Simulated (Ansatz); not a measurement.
# Cu (fcc type): the cost of one run

Program: Ansatz 0.2.0. Level of theory: DFT PBE, with the methods named in each step. These are calculated values, not measurements.

### 1 The structure to begin with

Symmetry: Fm-3m, No. 225, cubic system. Conventional cell: a = 3.630 Å, b = 3.630 Å, c = 3.630 Å, α = 90.00°, β = 90.00°, γ = 90.00°. Around Cu (site symmetry m-3m) lie 12 Cu at 2.57 Å.

Coordinates:

```xyz
2
Lattice="-1.8148 1.8148 0.0000 0.0000 0.0000 3.6295 1.8148 1.8148 0.0000" Properties=species:S:1:pos:R:3 pbc="T T T"
Cu    0.0000    0.0000    0.0000
Cu    0.0000    1.8148    1.8148
```

Atoms are numbered in the order of the input: Cu1, Cu2.

### 2 Bulk in the slab's orientation, LAPW

The input, input.yaml:

```yaml
crystal:
  lattice:
    - [-1.8147567956, 1.8147567956, 0.0]
    - [0.0, 0.0, 3.6295135912]
    - [1.8147567956, 1.8147567956, 0.0]
  atoms:
    - { symbol: Cu, position: [0.0, 0.0, 0.0] }
    - { symbol: Cu, position: [0.5, 0.5, 0.5] }
kpoints:
  mp_grid: { grid: [16, 11, 16] }
scf:
  occupations: { method: fermi_dirac, width: 0.05 }
hamiltonian:
  xc: pbe
  pseudopotentials: { kind: all_electron, lapw: { basis_error: 0.001 } }
output:
  forces: true
  stress: true
  eigenvalues: true
```

On the command line:

```bash
$ ansatz run input.yaml --threads 2 --pin off --max-ram 4096MiB --backend cpu --events-out ev --progress --plain --runs-dir out
```

**Question.** How long does this run take on 2 threads of Intel Xeon Platinum 8488C (Sapphire Rapids), shared host, and how much memory does it need?

About 21 s, with a peak of 0.74 GiB.
